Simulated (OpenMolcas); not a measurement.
# CoH8Cl2O4 (trans-CoCl2(H2O)4): a chain of runs

We compute a series of 10 runs (ROHF/ANO-RCC-MB, CASSCF(7,5)/ANO-RCC-VDZP, CASPT2[IPEA 0](7,5)/ANO-RCC-VDZP, PC-NEVPT2(7,5)/ANO-RCC-VDZP, MC-PDFT[ftrevPBE](7,5)/ANO-RCC-VDZP, SC-NEVPT2(7,5)/ANO-RCC-VDZP) of Cl2CoH8O4. 

The calculation is run with OpenMolcas 26.06.

1 further run of the same task is left out (it didn't finish).

### Step 1. The molecule

The species is CoH8Cl2O4 (15 atoms), meant as a quartet with charge 0. SMILES: `[OH2]->[Co](<-[OH2])(<-[OH2])(<-[OH2])([Cl])[Cl]`. The shape comes from GFN2-xTB, which is rough for such elements, and wasn't checked as a minimum. This is one conformer, not always the lowest.

Bond lengths: Co1–Cl2 2.216 Å, Co1–Cl3 2.204 Å, O4–H5 0.963 Å, O4–H6 0.964 Å, O7–H8 0.964 Å, O7–H9 0.963 Å, O10–H11 0.964 Å, O10–H12 0.964 Å, O13–H14 0.963 Å, O13–H15 0.965 Å. Angles: Cl2–Co1–Cl3 179.9°, H5–O4–H6 107.9°, H8–O7–H9 107.9°, H11–O10–H12 107.9°, H14–O13–H15 107.8°.

### Step 2. A single-point energy at ROHF/ANO-RCC-MB (DKH2) (run 1)

File mol.xyz:

```xyz
15

Co    -0.005100    -0.001300    -0.022490
Cl     0.031760    -0.054230     2.192810
Cl    -0.039050     0.052260    -2.225990
O      2.304020     0.050640    -0.016690
H      2.555110    -0.501070    -0.765440
H      2.527790    -0.425770     0.790990
O     -2.312310    -0.048110    -0.028670
H     -2.529200     0.411980    -0.848100
H     -2.567960     0.520210     0.706010
O     -0.046240     2.307100     0.007690
H      0.430020     2.543950    -0.796380
H      0.507280     2.543420     0.760500
O      0.053360    -2.309270     0.018800
H     -0.573130    -2.595190    -0.654830
H     -0.336350    -2.494620     0.881770
```

File step1.inp:

```
&GATEWAY
COORD
mol.xyz
BASIS
ANO-RCC-MB
GROUP
NoSym
&SEWARD
&SCF
UHF
SPIN
4
PRORBITALS
1 2
&RASSCF
FILEORB
$Project.UnaOrb
SPIN
4
NACTEL
3 0 0
INACTIVE
49
RAS2
3
OUTORBITALS
Canonical
ORBLISTING
NoCore
```

Started as:

```sh
$ export MOLCAS_MEM=1860
$ pymolcas step1.inp > step1.log
```

Log:

```text
--- Start Module: gateway ---
[...]
--- Stop Module: gateway /rc=_RC_ALL_IS_WELL_ ---
[...]
      Basis functions           64
[...]
--- Start Module: scf ---
[...]
       Convergence after  41 Iterations
[...]
::    Total SCF energy                              -2617.8587782133
[...]
      Total spin, S                                     1.5006281635
[...]
--- Stop Module: scf /rc=_RC_ALL_IS_WELL_ ---
[...]
--- Start Module: rasscf ---
[...]
      Number of active orbitals                  3
[...]
      Spin quantum number                      1.5
[...]
      Active orbitals                            3
[...]
      Number of CSFs                             1
[...]
      Number of root(s) required                 1
[...]
      Convergence after  7 iterations
[...]
      printout of CI-coefficients larger than  0.05 for root  1
      energy=   -2617.858266
      conf/sym  111     Coeff  Weight
             1  uuu   1.00000 1.00000
      Natural orbitals and occupation numbers for root  1
      sym 1:   1.000000   1.000000   1.000000
      ************************************************************************************************************************
      *                                                    Final results                                                     *
[...]
::    RASSCF root number  1 Total energy:  -2617.85826600
[...]
      Total electronic charge=  101.000000
      Total            charge=   -0.000000
[...]
      Dipole Moment (debye):
      Origin of the operator (angstrom)=   -0.0028   -0.0007   -0.0135
                   X=  3.0104E-02               Y=  1.1146E-02               Z=  1.8761E-01           Total=  1.9033E-01
      Quadrupole Moment (debye*angstrom):
[...]
--- Stop Module: rasscf /rc=_RC_ALL_IS_WELL_ ---
[...]
```

Wall time 25 s (1 thread of AMD EPYC 7R43 (Zen 3), shared host); peak memory 0.41 GiB.

### Step 3. The vertical excitations at CASSCF(7,5)/ANO-RCC-VDZP (DKH2, RICD fitting, 10 states averaged) (run 2)

mol.xyz is that of step 2.

File step2.inp:

```
>>> EXPORT MOLCAS_PRINT=2

&GATEWAY
  COORD=mol.xyz
  BASIS=ANO-RCC-MB
  GROUP=NoSym

&SEWARD

&RASSCF
  FILEORB=$CurrDir/step1.RasOrb
  ALTER=2
  1 34 48
  1 35 49
  SPIN=4
  NACTEL=7 0 0
  INACTIVE=47
  RAS2=5
  CIROOT=10 10 1
  ORBLISTING=Nothing
>>> COPY $Project.RunFile RUNFIL1
>>> COPY $Project.RasOrb INPORB

&GATEWAY
  COORD=mol.xyz
  BASIS=ANO-RCC-VDZP
  GROUP=NoSym
  RICD

&SEWARD
>>> COPY $Project.RunFile RUNFIL2

&EXPBAS

&RASSCF
  FILEORB=$Project.ExpOrb
  SPIN=4
  NACTEL=7 0 0
  INACTIVE=47
  RAS2=5
  CIROOT=10 10 1
  ORBLISTING=NoCore
  ORBAPPEAR=Compact
```

Started as:

```sh
$ export MOLCAS_MEM=1860
$ pymolcas step2.inp > step2.log
```

Log, cut to the lines that bear on the results:

```text
--- Start Module: gateway ---
[...]
      Basis functions           64
[...]
      Number of active orbitals                  5
[...]
      Spin quantum number                      1.5
[...]
      Active orbitals                            5
[...]
      Number of CSFs                            10
[...]
      Number of root(s) required                10
[...]
      Convergence after 10 iterations
[...]
      printout of CI-coefficients larger than  0.05 for root  1
      energy=   -2617.859610
      conf/sym  11111     Coeff  Weight
             1  22uuu   0.05382 0.00290
             2  2u2uu   0.89675 0.80415
             3  2uu2u   0.18718 0.03504
             4  2uuu2   0.13605 0.01851
             6  u2u2u   0.12693 0.01611
             7  u2uu2   0.34569 0.11950
[...]
      Natural orbitals and occupation numbers for root  1
      sym 1:   1.861953   1.138047   1.861953   1.000000   1.138047
      Natural orbitals and occupation numbers for root  2
      sym 1:   1.139211   1.860789   1.860789   1.139211   1.000000
      Natural orbitals and occupation numbers for root  3
      sym 1:   1.813591   1.813591   1.186409   1.186409   1.000000
[...]
::    RASSCF root number  1 Total energy:  -2617.85960974
::    RASSCF root number  2 Total energy:  -2617.85959925
[...]
      Basis functions          166
[...]
      Convergence after 14 iterations
[...]
      Natural orbitals and occupation numbers for root  7
      sym 1:   1.000016   1.000000   1.000016   1.999984   1.999984
      Natural orbitals and occupation numbers for root  8
      sym 1:   1.188084   1.188084   1.811916   1.000000   1.811916
      Natural orbitals and occupation numbers for root  9
      sym 1:   1.143893   1.856107   1.000000   1.856107   1.143893
      Natural orbitals and occupation numbers for root 10
      sym 1:   1.856250   1.143750   1.000000   1.856250   1.143750
      ************************************************************************************************************************
      *                                                    Final results                                                     *
[...]
::    RASSCF root number  7 Total energy:  -2618.31559769
::    RASSCF root number  8 Total energy:  -2618.27129176
::    RASSCF root number  9 Total energy:  -2618.25376931
::    RASSCF root number 10 Total energy:  -2618.25373598
[...]
      Total electronic charge=  101.000000
      Total            charge=   -0.000000
[...]
```

It took 87 s on 1 thread of AMD EPYC 7R43 (Zen 3), shared host; peak memory 0.41 GiB.

The roots found:

```tsv
excited state	energy (eV)
1	0.000
2	0.094
3	0.485
4	0.485
5	0.713
6	1.180
7	2.385
8	2.862
9	2.863
```

Runs 3 to 8 aren't shown in full; the table further down has their settings and results.

### Step 4. A single-point energy at CASPT2[IPEA 0](7,5)/ANO-RCC-VDZP (DKH2, RICD fitting, ipea shift 0 Eh, pt2 variant SS) (run 9)

mol.xyz is that of step 3.

File step9.inp:

```
* Cl2CoH8O4 CASPT2

&GATEWAY
 Coord=mol.xyz
 Basis=ANO-RCC-VDZP
 Group=NoSym
 RICD

&SEWARD

&RASSCF
 FileOrb=$CurrDir/step2.RasOrb
 Spin=4
 Nactel=7 0 0
 Inactive=47
 Ras2=5
 OrbListing=NoCore
 OrbAppear=Compact

&CASPT2
 IPEA=0
 Imaginary=0.2
```

Started as:

```sh
$ export MOLCAS_MEM=1860
$ pymolcas step9.inp > step9.log
```

Log:

```text
--- Start Module: gateway ---
[...]
--- Stop Module: gateway /rc=_RC_ALL_IS_WELL_ ---
[...]
      Basis functions          166
[...]
--- Start Module: rasscf ---
[...]
      Number of active orbitals                  5
[...]
      Spin quantum number                      1.5
[...]
      Active orbitals                            5
[...]
      Number of CSFs                            10
[...]
      Number of root(s) required                 1
[...]
      Convergence after 45 iterations
[...]
      printout of CI-coefficients larger than  0.05 for root  1
      energy=   -2618.361957
      conf/sym  11111     Coeff  Weight
             2  2u2uu   0.97806 0.95659
             7  u2uu2   0.20835 0.04341
      Natural orbitals and occupation numbers for root  1
      sym 1:   1.956592   1.043408   1.956592   1.000000   1.043408
      ************************************************************************************************************************
      *                                                    Final results                                                     *
[...]
::    RASSCF root number  1 Total energy:  -2618.36195728
[...]
      Total electronic charge=  101.000000
      Total            charge=   -0.000000
[...]
      Dipole Moment (debye):
      Origin of the operator (angstrom)=   -0.0028   -0.0007   -0.0135
                   X=  2.2363E-02               Y=  1.5043E-02               Z=  1.4781E-01           Total=  1.5025E-01
      Quadrupole Moment (debye*angstrom):
[...]
--- Stop Module: rasscf /rc=_RC_ALL_IS_WELL_ ---
[...]
--- Start Module: caspt2 ---
[...]
      E2 (Variational):          -1.6101742261
      Total energy:           -2619.9721315057
[...]
      Reference weight:           0.69211
[...]
::    CASPT2 Root  1     Total energy:  -2619.97213151
[...]
--- Stop Module: caspt2 /rc=_RC_ALL_IS_WELL_ ---
[...]
```

Wall time 3.4 min (1 thread of AMD EPYC 7R43 (Zen 3), shared host); peak memory 0.31 GiB.

### Step 5. A single-point energy at SC-NEVPT2(7,5)/ANO-RCC-VDZP (DKH2, RICD fitting, pt2 variant SC-NEVPT2) (run 10)

mol.xyz is that of step 4.

File step10.input:

```
* Cl2CoH8O4 NEVPT2
>>> EXPORT MOLCAS_PRINT=2
&GATEWAY
Coord=mol.xyz
Basis=ANO-RCC-VDZP
Group=NoSym
RICD
&SEWARD
&RASSCF
FileOrb=$CurrDir/step2.RasOrb
Spin=4
Nactel=7 0 0
Inactive=47
Ras2=5
OrbListing=NoCore
OrbAppear=Compact
&CASPT2
SC-NEVPT2
```

Started as:

```sh
$ export MOLCAS_MEM=1860
$ pymolcas step10.input > step10.log
```

Log:

```text
--- Start Module: gateway ---
[...]
--- Stop Module: gateway /rc=_RC_ALL_IS_WELL_ ---
[...]
      Basis functions          166
[...]
--- Start Module: rasscf ---
[...]
      Number of active orbitals                  5
[...]
      Spin quantum number                      1.5
[...]
      Active orbitals                            5
[...]
      Number of CSFs                            10
[...]
      Number of root(s) required                 1
[...]
      Convergence after 45 iterations
[...]
      printout of CI-coefficients larger than  0.05 for root  1
      energy=   -2618.361957
      conf/sym  11111     Coeff  Weight
             2  2u2uu   0.97806 0.95659
             7  u2uu2   0.20835 0.04341
      Natural orbitals and occupation numbers for root  1
      sym 1:   1.956592   1.043408   1.956592   1.000000   1.043408
      ************************************************************************************************************************
      *                                                    Final results                                                     *
[...]
::    RASSCF root number  1 Total energy:  -2618.36195728
[...]
      Total electronic charge=  101.000000
      Total            charge=   -0.000000
[...]
      Dipole Moment (debye):
      Origin of the operator (angstrom)=   -0.0028   -0.0007   -0.0135
                   X=  2.2363E-02               Y=  1.5043E-02               Z=  1.4781E-01           Total=  1.5025E-01
      Quadrupole Moment (debye*angstrom):
[...]
--- Stop Module: rasscf /rc=_RC_ALL_IS_WELL_ ---
[...]
--- Start Module: caspt2 ---
[...]
      E2 (Variational):          -1.5645875388
[...]
      E2 (Variational):          -1.5645632987
      Total energy:           -2619.9265205783
[...]
      Reference weight:           0.70117
[...]
::    SC-NEVPT2 Root  1     Total energy:  -2619.92652058
[...]
--- Stop Module: caspt2 /rc=_RC_ALL_IS_WELL_ ---
[...]
```

Run time: 2.7 min. Hardware: 1 thread of AMD EPYC 7R43 (Zen 3), shared host; peak memory 0.31 GiB.

### Step 6. The series

```tsv
run	level	integral approximation	task	partner	energy (Eh)	dipole moment (D) of the reference	wall time
1	ROHF/ANO-RCC-MB (DKH2)	none	energy	base	-2617.858266	0.19	25 s
2	CASSCF(7,5)/ANO-RCC-VDZP (DKH2, RICD fitting, 10 states averaged)	RICD	excited	base	-2618.358957	0.15	87 s
3	CASSCF(7,5)/ANO-RCC-VDZP (DKH2, RICD fitting, multiplet size 4, 10 states averaged, second multiplicity 2, second roots 5)	RICD	magnetism	base	-2618.358957	–	87 s
4	CASPT2[IPEA 0](7,5)/ANO-RCC-VDZP (DKH2, RICD fitting, ipea shift 0 Eh, multiplet size 4, pt2 variant XMS, 10 states averaged)	RICD	magnetism	base	-2619.985388	–	7.3 min
5	PC-NEVPT2(7,5)/ANO-RCC-VDZP (DKH2, RICD fitting, pt2 variant QD-PC-NEVPT2, 10 states averaged)	RICD	excited	base	-2619.928296	0.15	3 min
6	MC-PDFT[ftrevPBE](7,5)/ANO-RCC-VDZP (DKH2, RICD fitting, 10 states averaged)	RICD	excited	base	-2622.803696	0.15	2.1 min
7	CASPT2[IPEA 0](7,5)/ANO-RCC-VDZP (DKH2, RICD fitting, ipea shift 0 Eh, pt2 variant SS)	RICD	energy	other spin	-2619.911086	0.16	2 min
8	SC-NEVPT2(7,5)/ANO-RCC-VDZP (DKH2, RICD fitting, pt2 variant SC-NEVPT2)	RICD	energy	other spin	-2619.882819	0.16	1.9 min
9	CASPT2[IPEA 0](7,5)/ANO-RCC-VDZP (DKH2, RICD fitting, ipea shift 0 Eh, pt2 variant SS)	RICD	energy	base	-2619.972132	0.15	3.4 min
10	SC-NEVPT2(7,5)/ANO-RCC-VDZP (DKH2, RICD fitting, pt2 variant SC-NEVPT2)	RICD	energy	base	-2619.926521	0.15	2.7 min
```

### Step 7. What came out

```
                                                                          quantity           value
                                 run 10, SC-NEVPT2(7,5)/ANO-RCC-VDZP: total energy  -2619.92652 Eh
               run 10, SC-NEVPT2(7,5)/ANO-RCC-VDZP: dipole moment (CASSCF density)          0.15 D
vertical energy of the doublet above the quartet, CASPT2[IPEA 0](7,5)/ANO-RCC-VDZP        1.661 eV
     vertical energy of the doublet above the quartet, SC-NEVPT2(7,5)/ANO-RCC-VDZP        1.189 eV
```

At CASPT2[IPEA 0](7,5)/ANO-RCC-VDZP: at this shape the doublet lies 1.66 eV (160 kJ/mol) above the quartet. At SC-NEVPT2(7,5)/ANO-RCC-VDZP: at this shape the doublet lies 1.19 eV (115 kJ/mol) above the quartet. In run 1 the basis is minimal, so the values are rough. All runs together took 26 min, the longest 7.3 min.
